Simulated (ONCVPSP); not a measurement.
# Lutetium: generating and testing an ONCV potential

Do these settings give a usable potential? It is generated, then checked for transferability, scattering, ghosts and hardness.

Method: ONCVPSP 4.0.1, PBE, scalar-relativistic.

15 further runs of the same task are left out: 10 that didn't finish, 5 set aside as unsound or not needed.

## 1. Settings

Typed settings, in words:

* element: lutetium (Lu, Z = 71)
* type: optimised norm-conserving Vanderbilt (ONCV)
* frozen core: [Kr] 4d10
* valence charge: 25
* reference configuration: 4f14 5s2 5p6 5d1 6s2
* partial waves: 5s+6s: rc 2.25 bohr, ncon 5, nbas 9, qcut 5.5 1/bohr, 2 projectors; 5p: rc 1.30 bohr, ncon 4, nbas 7, qcut 5.7 1/bohr, 2 projectors, debl 1.4 Ha; 5d: rc 2.45 bohr, ncon 4, nbas 8, qcut 3.6 1/bohr, 1 projector; 4f: rc 1.15 bohr, ncon 3, nbas 8, qcut 15.6 1/bohr, local
* local potential: the f channel
* core correction: not asked for

An earlier all-electron run gives the scale for the radii.

All-electron outer shells of the reference configuration (PBE, scalar-relativistic, ld1.x):

```
shell  level (eV)  outermost node (bohr)  outermost maximum (bohr)
   4d     -191.92                   0.23                      0.48
   5s      -61.06                   0.57                      1.04
   5p      -31.66                   0.61                      1.19
   4f       -9.62                      –                      0.47
   6s       -4.66                   1.41                      3.08
   5d       -1.75                   0.68                      1.84
   6p       -1.34                   1.73                      4.26
```

## 2. Generation

Lu.dat

```
# ATOM AND REFERENCE CONFIGURATION
# atsym  z   nc   nv     iexc    psfile
  Lu 71.00    9    5        4      upf
#
#   n    l    f
    1    0    2.00
    2    0    2.00
    2    1    6.00
    3    0    2.00
    3    1    6.00
    3    2   10.00
    4    0    2.00
    4    1    6.00
    4    2   10.00
    4    3   14.00
    5    0    2.00
    5    1    6.00
    5    2    1.00
    6    0    2.00
#
# PSEUDOPOTENTIAL AND OPTIMIZATION
# lmax
    3
#
#   l,   rc,      ep,       ncon, nbas, qcut
    0    2.25    0.00    5    9    5.50
    1    1.30    0.00    4    7    5.70
    2    2.45    0.00    4    8    3.60
    3    1.15    0.00    3    8   15.60
#
# LOCAL POTENTIAL
# lloc, lpopt,  rc(5),   dvloc0
    3    5    1.15    0.00
#
# VANDERBILT-KLEINMAN-BYLANDER PROJECTORs
# l, nproj, debl
    0    2    1.30
    1    2    1.40
    2    1    1.50
    3    0    1.60
#
# MODEL CORE CHARGE
# icmod, fcfact, rcfact
    0    0.00    0.00
#
# LOG DERIVATIVE ANALYSIS
# epsh1, epsh2, depsh
   -4.00    5.00    0.02
#
# OUTPUT GRID
# rlmax, drl
    6.00    0.01
#
# TEST CONFIGURATIONS
# ncnf
    4
# nvcnf
#   n    l    f
    5
    4    3   14.00
    5    0    2.00
    5    1    6.00
    5    2    1.00
    6    0    1.00
#
    5
    4    3   14.00
    5    0    2.00
    5    1    6.00
    5    2    1.00
    6    0    0.00
#
    5
    4    3   14.00
    5    0    2.00
    5    1    6.00
    5    2    0.00
    6    0    0.00
#
    5
    4    3   13.00
    5    0    2.00
    5    1    6.00
    5    2    1.00
    6    0    2.00
#
```

On the command line:

```bash
oncvpsp.x < Lu.dat > Lu.out
```

Q: Predict the outcome of this session. Wanted: cutoffs for 1 and 0.1 mHa per electron, occupied waves; bound ghosts; GHOST(+) flags; largest test error; largest phase difference near zero energy, channels read.

**Answer**, as computed:

```
                                                quantity                                                               value
  cutoffs for 1 and 0.1 mHa per electron, occupied waves                                                   100 Ha and 110 Ha
                                            bound ghosts                                                     s at -423.20 eV
                                          GHOST(+) flags  p at -17 eV, d at 113 eV (1 near or above the test basis's cutoff)
                            largest test error (AE − PS)                +102 meV, for 4f13 5s2 5p6 5d1 6s2 (1 test unsolved)
largest phase difference near zero energy, channels read                                                           3.142 rad
```

What this shows: A bound ghost (s) makes it unfit for use: electrons can fall into a state that the atom doesn't have. By total energies transferability is poor: the largest error is 102 meV on 17.5 eV, for 4f13 5s2 5p6 5d1 6s2. Of the tests 1 gave no usable energy difference, which is a warning in itself. It counts as very hard, with 100 Ha needed at the looser tolerance. At the looser tolerance the 4f wave is the slowest; 5p needs 70 Ha. Of the channels read, p scatters worst near zero energy, by up to 3.14 rad. A step near π is an extra or missing state, not a misfit of shape. The pseudo curves have a pole with no partner nearby in the atom's: p at -0.64 Ha. The program also flags highly localised states, GHOST(+) (p, d). All of this concerns the isolated atom, not yet a solid.
